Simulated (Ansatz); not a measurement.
# Co (quartet): energies up the ladder

Aim: energies up the ladder, for Co (quartet), with the cost of each level. Spin multiplicity 4.

Computed with Ansatz 0.2.0 (the levels named in each step, unless a step's input says otherwise).

## Step 1: The starting structure

Coordinates:

```xyz
1

Co    0.0000    0.0000    0.0000
```

## Step 2: Single point, PBE0/def2-TZVPP

input.yaml

```yaml
crystal:
  periodic: [false, false, false]
  atoms:
    - { symbol: Co, position_ang: [0.0, 0.0, 0.0] }
magnetization:
  spin_polarized: true
  initial_magnetization: 3
basis:
  gaussian: { orbitals: def2-TZVPP }
hamiltonian:
  xc: pbe0
```

Launch:

```
ansatz run input.yaml --threads 2 --pin off --max-ram 5120MiB --backend cpu --events-out ev --progress --plain --runs-dir out
```

Log:

```text
Warning: RAYON_NUM_THREADS=2 ignored (pool sized by the plan → 2); use --threads N
Engine: ansatz 0.2.0, aarch64-unknown-linux-gnu
Functional definition: PBE0
  parameter a = 0.25
  parameter kappa = 0.804
  parameter beta = 0.06672455060314922
  exchange = (1 - a)*pbe_x(kappa = kappa, mu = beta*pi^2/3) + a*exact_x
  correlation = pbe_c(beta = beta)
571 factors; their error is unknown
mean field evaluation 1: about -37614.1118 eV, gradient 5.1e1 eV
mean field evaluation 2: about -37430.5976 eV, gradient 2.4e2 eV
mean field evaluation 4: about -37619.0819 eV, gradient 6.8e0 eV
mean field evaluation 8: about -37619.3534 eV, gradient 7.3e-1 eV
mean field evaluation 16: about -37619.5190 eV, gradient 1.9e-3 eV
mean field evaluation 32: about -37619.4345 eV, gradient 6.2e0 eV
mean field -37619.51898954 eV, -1382.4918234400 hartree, gradient 9.8e-6 eV, S^2 3.750661; 4 other end points of the search recorded, 0 dependent functions left out
reference -37619.51901369 eV, -1382.4918243272 hartree; 15, 12 occupied and 49, 52 virtual orbitals, 571 factors
Total energy: -37619.51901369 eV, -1382.4918243272 hartree
```

Run time: 3 s. Hardware: 2 threads of Arm Neoverse N1, shared host; peak memory 0.11 GiB.

## Step 3: Single point, PBE/def2-TZVPP

Changes to input.yaml since step 2:

```diff
@@ -10,2 +10,2 @@
 hamiltonian:
-  xc: pbe0
+  xc: pbe
```

Launch:

```
ansatz run input.yaml --threads 2 --pin off --max-ram 5120MiB --backend cpu --events-out ev --progress --plain --runs-dir out
```

Log (excerpt; [...] marks lines left out):

```text
Warning: RAYON_NUM_THREADS=2 ignored (pool sized by the plan → 2); use --threads N
[...]
Functional definition: PBE
[...]
486 factors; their error is unknown
[...]
mean field -37619.34118997 eV, -1382.4852894262 hartree, gradient 8.9e-7 eV, S^2 3.751183; 13 other end points of the search recorded, 0 dependent functions left out
reference -37619.34121868 eV, -1382.4852904813 hartree; 15, 12 occupied and 49, 52 virtual orbitals, 486 factors
Total energy: -37619.34121868 eV, -1382.4852904813 hartree
```

It took 16 s on 2 threads of Arm Neoverse N1, shared host; peak memory 0.11 GiB.

## Step 4: Single point, r2SCAN/def2-TZVPP

Changes to input.yaml since step 3:

```diff
@@ -10,2 +10,2 @@
 hamiltonian:
-  xc: pbe
+  xc: r2scan
```

Launch:

```
ansatz run input.yaml --threads 2 --pin off --max-ram 5120MiB --backend cpu --events-out ev --progress --plain --runs-dir out
```

Log (excerpt; [...] marks lines left out):

```text
Warning: RAYON_NUM_THREADS=2 ignored (pool sized by the plan → 2); use --threads N
[...]
Functional definition: r2SCAN
[...]
486 factors; their error is unknown
[...]
mean field -37625.32666575 eV, -1382.7052516038 hartree, gradient 3.8e-6 eV, S^2 3.751088; 21 other end points of the search recorded, 0 dependent functions left out
reference -37625.32668149 eV, -1382.7052521822 hartree; 15, 12 occupied and 49, 52 virtual orbitals, 486 factors
Total energy: -37625.32668149 eV, -1382.7052521822 hartree
```

Wall time 76 s (2 threads of Arm Neoverse N1, shared host); peak memory 0.14 GiB.

## Step 5: Single point, B3LYP/def2-TZVPP

Changes to input.yaml since step 4:

```diff
@@ -10,2 +10,2 @@
 hamiltonian:
-  xc: r2scan
+  xc: { name: B3LYP }
```

Launch:

```
ansatz run input.yaml --threads 2 --pin off --max-ram 5120MiB --backend cpu --events-out ev --progress --plain --runs-dir out
```

Log:

```text
Warning: RAYON_NUM_THREADS=2 ignored (pool sized by the plan → 2); use --threads N
Engine: ansatz 0.2.0, aarch64-unknown-linux-gnu
Functional definition: B3LYP
  parameter a0 = 0.2
  parameter ax = 0.72
  parameter ac = 0.81
  exchange = (1 - a0 - ax)*slater_x + ax*b88_x + a0*exact_x
  correlation = (1 - ac)*vwn_rpa_c + ac*lyp_c
556 factors; their error is unknown
mean field evaluation 1: about -37620.4844 eV, gradient 5.3e1 eV
mean field evaluation 2: about -37334.3485 eV, gradient 2.5e2 eV
mean field evaluation 4: about -37625.3586 eV, gradient 1.7e1 eV
mean field evaluation 8: about -37626.0108 eV, gradient 7.0e0 eV
mean field evaluation 16: about -37626.9077 eV, gradient 2.2e-1 eV
mean field evaluation 32: about -37626.9901 eV, gradient 9.3e-1 eV
mean field -37627.02085037 eV, -1382.7675117405 hartree, gradient 2.9e-6 eV, S^2 3.751475; 6 other end points of the search recorded, 0 dependent functions left out
reference -37627.02100466 eV, -1382.7675174103 hartree; 15, 12 occupied and 49, 52 virtual orbitals, 556 factors
Total energy: -37627.02100466 eV, -1382.7675174103 hartree
```

Wall time 4.9 s (2 threads of Arm Neoverse N1, shared host); peak memory 0.14 GiB.

## Step 6: Single point, wB97M-V/def2-TZVPP

Changes to input.yaml since step 5:

```diff
@@ -10,2 +10,2 @@
 hamiltonian:
-  xc: { name: B3LYP }
+  xc: { name: wB97M-V }
```

Launch:

```
ansatz run input.yaml --threads 2 --pin off --max-ram 5120MiB --backend cpu --events-out ev --progress --plain --runs-dir out
```

Log (excerpt; [...] marks lines left out):

```text
Warning: RAYON_NUM_THREADS=2 ignored (pool sized by the plan → 2); use --threads N
[...]
Functional definition: wB97M-V
[...]
  gx(w, u) = 1 - cx + cx01*u + cx10*w
  gss(w, u) = css00 + css04*u^4 + css10*w + css20*w^2 + css43*w^4*u^3
  gos(w, u) = cos00 + cos10*w + (cos20 + cos21*u)*w^2 + (cos60 + cos61*u)*w^6
[...]
      + integral(e_c_pw_mod_opposite_spin*gos(b97_w_opposite, b97_u_opposite)) + vv10(b, c)
541 factors; their error is unknown
63 factors; integrals over basis functions are off by at most 8.3e-5 eV
[...]
mean field -37623.69751858 eV, -1382.6453815497 hartree, gradient 7.6e-6 eV, S^2 3.754374; 11 other end points of the search recorded, 0 dependent functions left out
reference -37623.69754751 eV, -1382.6453826129 hartree; 15, 12 occupied and 49, 52 virtual orbitals, 541 factors
Total energy: -37623.69754751 eV, -1382.6453826129 hartree
```

Run time: 33 s. Hardware: 2 threads of Arm Neoverse N1, shared host; peak memory 0.21 GiB.

## Step 7: Single point, B2PLYP/def2-TZVPP

Changes to input.yaml since step 6:

```diff
@@ -10,2 +10,2 @@
 hamiltonian:
-  xc: { name: wB97M-V }
+  xc: { name: B2PLYP }
```

Launch:

```
ansatz run input.yaml --threads 2 --pin off --max-ram 5120MiB --backend cpu --events-out ev --progress --plain --runs-dir out
```

Log (excerpt; [...] marks lines left out):

```text
Warning: RAYON_NUM_THREADS=2 ignored (pool sized by the plan → 2); use --threads N
[...]
Functional definition: B2PLYP
[...]
451 factors; integrals over basis functions are off by at most 1.9e-4 eV
[...]
mean field -37616.04262019 eV, -1382.3640692224 hartree, gradient 1.8e-6 eV, S^2 3.756082; 10 other end points of the search recorded, 0 dependent functions left out
5 core orbitals not correlated: weight in the atoms' cores, before any rotation towards them, 1.000 or more for the frozen orbitals, at most 0.000 for the correlated occupied ones
reference -37616.04270680 eV, -1382.3640724055 hartree; 10, 7 occupied and 49, 52 virtual orbitals, 451 factors
second order -18.09687692 eV of doubles, -0.00000000 eV of singles
Total energy: -37620.92886357 eV, -1382.5436353548 hartree
```

Wall time 10 s (2 threads of Arm Neoverse N1, shared host); peak memory 0.13 GiB.

## Step 8: Single point, LDA/def2-TZVPP

Changes to input.yaml since step 7:

```diff
@@ -10,2 +10,2 @@
 hamiltonian:
-  xc: { name: B2PLYP }
+  xc: lda
```

Launch:

```
ansatz run input.yaml --threads 2 --pin off --max-ram 5120MiB --backend cpu --events-out ev --progress --plain --runs-dir out
```

Log (excerpt; [...] marks lines left out):

```text
Warning: RAYON_NUM_THREADS=2 ignored (pool sized by the plan → 2); use --threads N
[...]
Functional definition: SPW92
[...]
486 factors; their error is unknown
[...]
mean field -37555.64733583 eV, -1380.1445834597 hartree, gradient 2.5e-6 eV, S^2 3.751888; 11 other end points of the search recorded, 0 dependent functions left out
reference -37555.64736087 eV, -1380.1445843798 hartree; 15, 12 occupied and 49, 52 virtual orbitals, 486 factors
Total energy: -37555.64736087 eV, -1380.1445843798 hartree
```

It took 7.5 s on 2 threads of Arm Neoverse N1, shared host; peak memory 0.1 GiB.

## Step 9: Single point, PBE0/def2-SVP

Changes to input.yaml since step 8:

```diff
@@ -8,4 +8,4 @@
 basis:
-  gaussian: { orbitals: def2-TZVPP }
+  gaussian: { orbitals: def2-SVP }
 hamiltonian:
-  xc: lda
+  xc: pbe0
```

Launch:

```
ansatz run input.yaml --threads 2 --pin off --max-ram 5120MiB --backend cpu --events-out ev --progress --plain --runs-dir out
```

Log (excerpt; [...] marks lines left out):

```text
Warning: RAYON_NUM_THREADS=2 ignored (pool sized by the plan → 2); use --threads N
[...]
Functional definition: PBE0
[...]
237 factors; integrals over basis functions are off by at most 1.3e-4 eV
[...]
mean field -37614.06957086 eV, -1382.2915609970 hartree, gradient 1.0e-5 eV, S^2 3.754265; 7 other end points of the search recorded, 0 dependent functions left out
reference -37614.06959280 eV, -1382.2915618034 hartree; 15, 12 occupied and 16, 19 virtual orbitals, 237 factors
Total energy: -37614.06959280 eV, -1382.2915618034 hartree
```

Run time: 3 s. Hardware: 2 threads of Arm Neoverse N1, shared host; peak memory 0.08 GiB.

## Step 10: Single point, PBE/def2-SVP

Changes to input.yaml since step 9:

```diff
@@ -10,2 +10,2 @@
 hamiltonian:
-  xc: pbe0
+  xc: pbe
```

Launch:

```
ansatz run input.yaml --threads 2 --pin off --max-ram 5120MiB --backend cpu --events-out ev --progress --plain --runs-dir out
```

Log (excerpt; [...] marks lines left out):

```text
Warning: RAYON_NUM_THREADS=2 ignored (pool sized by the plan → 2); use --threads N
[...]
Functional definition: PBE
[...]
358 factors; their error is unknown
[...]
mean field -37613.28299865 eV, -1382.2626550014 hartree, gradient 3.4e-6 eV, S^2 3.752614; 23 other end points of the search recorded, 0 dependent functions left out
reference -37613.28302705 eV, -1382.2626560451 hartree; 15, 12 occupied and 16, 19 virtual orbitals, 358 factors
Total energy: -37613.28302705 eV, -1382.2626560451 hartree
```

Wall time 12 s (2 threads of Arm Neoverse N1, shared host); peak memory 0.083 GiB.

## Step 11: Total energies

```csv
level,energy (eV),CPU time
PBE0/def2-TZVPP,-37619.5190,5.6 s
PBE/def2-TZVPP,-37619.3412,31 s
r2SCAN/def2-TZVPP,-37625.3267,2.5 min
B3LYP/def2-TZVPP,-37627.0210,9.2 s
wB97M-V/def2-TZVPP,-37623.6975,64 s
B2PLYP/def2-TZVPP,-37620.9289,19 s
LDA/def2-TZVPP,-37555.6474,14 s
PBE0/def2-SVP,-37614.0696,5.6 s
PBE/def2-SVP,-37613.2830,22 s
```

## Step 12: What came out

| quantity | value |
| --- | --- |
| energy at PBE/def2-SVP | -37613.283 eV |

In words: These totals serve in differences with atoms or fragments at the same level; alone they don't rank the methods.
